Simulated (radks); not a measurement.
# Tb⁴⁺ in [Xe] 4f7: an all-electron calculation

Aim: the levels, the sizes of the orbitals and the parts of the energy of the terbium ion Tb4+.

Program: radks (a radial shooting solver on a logarithmic mesh, Libxc functionals) version 1. Level of theory: non-relativistic Kohn-Sham, PBE, spin-unpolarised, spherical densities, point nucleus. These are calculated values, not measurements, unless marked.

## (1) The atom as given

- element: terbium (Z = 65)
- charge: +4
- electrons: 61
- configuration: [Xe] 4f7

Outer shells as boxes (Hund's rule):

Tb⁴⁺
```
[Xe] core
4f [↑ ][↑ ][↑ ][↑ ][↑ ][↑ ][↑ ]
```

## (2) The calculation

The run's settings:

```text
Z 65
configuration [Xe] 4f7
relativity non-relativistic
functional pbe,pbe
spin unpolarised
nucleus point
```

What does the calculation give?

**Answer**, as computed:

| quantity | value |
| --- | --- |
| total energy | -11226.1323 hartree |
| exchange-correlation share of it | 2.17 % |
| −T/E | 0.9997 |
| highest occupied level | 4f, -59.421 eV |
| most extended occupied level | 5p, <r> = 1.48 bohr |
| radius at density 0.001 e/bohr³ | 3.10 bohr |
| maxima of the radial density | 4 |
| ionisation energy, NIST | 66.5 (semi-emp.) eV |

What this shows: 5 principal shells are occupied and 4 maxima appear in the radial density; where shells overlap, one shows as a shoulder or not at all. The ratio −T/E is 0.9997; for a non-relativistic Coulomb system it is 1 up to the kinetic part of correlation. Minus the highest eigenvalue, 59.421 eV, is 89 % of the tabulated ionisation energy (66.5 eV); the potential of a semilocal functional falls off too fast, so its top eigenvalue is too shallow. Relativity is left out here, which matters for elements this heavy. Spin polarisation and multiplet splitting are left out.
